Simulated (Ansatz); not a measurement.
## CH6S3Si, SMILES [SiH3]CSSS: a geometry optimisation, step by step

With the Ansatz DFT code, driven from Python.

At the Python prompt:
```pycon
>>> import ansatz as az
>>> import numpy as np
>>> BASIS = 'def2-SVP'
>>> FUNCTIONAL = 'pbe'
>>> DISPERSION = 'd3bj'
>>> geometry_ang = [
...     ('Si', [-1.42, 0.4664, 0.9365]),
...     ('C', [0.1447, 0.8183, 0.0865]),
...     ('S', [1.4339, -0.1881, 0.819]),
...     ('S', [1.3426, -1.9924, -0.1189]),
...     ('S', [2.3621, -1.8249, -1.8574]),
...     ('H', [-1.3999, 0.8171, 2.38]),
...     ('H', [-2.483, 1.4013, 0.3478]),
...     ('H', [-1.8915, -0.8715, 0.7239]),
...     ('H', [0.106, 0.6626, -0.9497]),
...     ('H', [0.4339, 1.871, 0.2471]),
...     ('H', [1.4366, -1.2168, -2.5942]),
... ]
>>> system = az.Crystal.molecule()
>>> for symbol, xyz in geometry_ang:
...     system = system.atom(symbol, xyz)
...
>>> base = (
...     system.calculation()
...     .basis(gaussian=BASIS)
...     .functional(FUNCTIONAL, dispersion=DISPERSION)
... )
>>> symbols = [site.symbol for site in system.cartesian_sites]
>>> start = np.array([site.position_ang for site in system.cartesian_sites], dtype=float)
>>> def progress(event):
...     if event['event'] == 'relax_step':
...         row = event['data']
...         print(f'step {row["step"]:3d}  E = {row["lagrangian_ev"]:.6f} eV  max force {row["allowed_force_max_ev_ang"]:.4f} eV/A')
...
>>> rep = base.relax(force_tolerance=0.01, max_steps=100).session().plan().execute(on_event=progress).report
step   1  E = -41485.330298 eV  max force 2.2991 eV/A
step   2  E = -41485.671844 eV  max force 0.7134 eV/A
step   3  E = -41485.717215 eV  max force 0.3433 eV/A
step   4  E = -41485.728346 eV  max force 0.1198 eV/A
step   5  E = -41485.737570 eV  max force 0.0532 eV/A
step   6  E = -41485.738552 eV  max force 0.1303 eV/A
step   7  E = -41485.744377 eV  max force 0.0792 eV/A
step   8  E = -41485.746221 eV  max force 0.0457 eV/A
step   9  E = -41485.746609 eV  max force 0.0176 eV/A
step  10  E = -41485.746875 eV  max force 0.0174 eV/A
step  11  E = -41485.746960 eV  max force 0.0179 eV/A
step  12  E = -41485.747000 eV  max force 0.0087 eV/A
>>> end = np.array(rep['positions_ang'])
>>> print('reference energy %16.6f eV' % rep['reference_energy_ev'])
reference energy    -41485.393238 eV
>>> print('total energy     %16.6f eV' % rep['free_energy_ev'])
total energy        -41485.747035 eV
>>> print('occupied (up, down):', rep['n_occupied'], ' virtual:', rep['n_virtual'], ' frozen:', rep['n_frozen'])
occupied (up, down): [37, 37]  virtual: [79, 79]  frozen: 0
>>> print('bond        before    after (A)')
bond        before    after (A)
>>> for i, j in [(0, 1), (0, 5), (0, 6), (0, 7), (1, 2), (1, 8), (1, 9), (2, 3), (3, 4), (4, 10)]:
...     d0, d1 = (np.linalg.norm(xyz[i] - xyz[j]) for xyz in (start, end))
...     print(f'{symbols[i]}{i}-{symbols[j]}{j}'.ljust(10), f'{d0:8.4f} {d1:8.4f}')
...
Si0-C1       1.8151   1.9052
Si0-H5       1.4856   1.5025
Si0-H6       1.5332   1.5069
Si0-H7       1.4344   1.5008
C1-S2        1.7920   1.8409
C1-H8        1.0485   1.1108
C1-H9        1.1035   1.1118
S2-S3        2.0356   2.0733
S3-S4        2.0223   2.1135
S4-H10       1.3301   1.3688
>>> with open('ch6s3si_opt.xyz', 'w') as handle:
...     handle.write(f'{len(symbols)}\nrelaxed CH6S3Si\n')
...     handle.writelines(f'{s:2s} {x:11.6f} {y:11.6f} {z:11.6f}\n' for s, (x, y, z) in zip(symbols, end))
...
19
```

File `ch6s3si_opt.xyz` afterwards:
```text
11
relaxed CH6S3Si
Si   -1.447221    0.425746    0.817145
C     0.266991    0.964078    0.183425
S     1.657789   -0.019930    0.880828
S     1.369077   -1.900452    0.056855
S     2.133213   -1.852969   -1.913126
H    -1.502513    0.623521    2.305526
H    -2.511478    1.267186    0.161334
H    -1.690496   -1.018058    0.487595
H     0.345086    0.949270   -0.924518
H     0.477847    2.007533    0.504145
H     0.967104   -1.502925   -2.538607
```

Caveats:
- Total energies depend on the basis set; only differences at equal settings carry meaning.
- The end point is the stationary point reached from this start; no frequency run checks that it is a minimum, and the basis set is modest.
- Total less reference energy is the dispersion correction.
- The whole script took 46 s on 1 thread of Intel(R) Xeon(R) Platinum 8488C (Sapphire Rapids) (shared host), peak memory 0.24 GiB.

(Lines on the test bed's own set-up are left out of the output.)
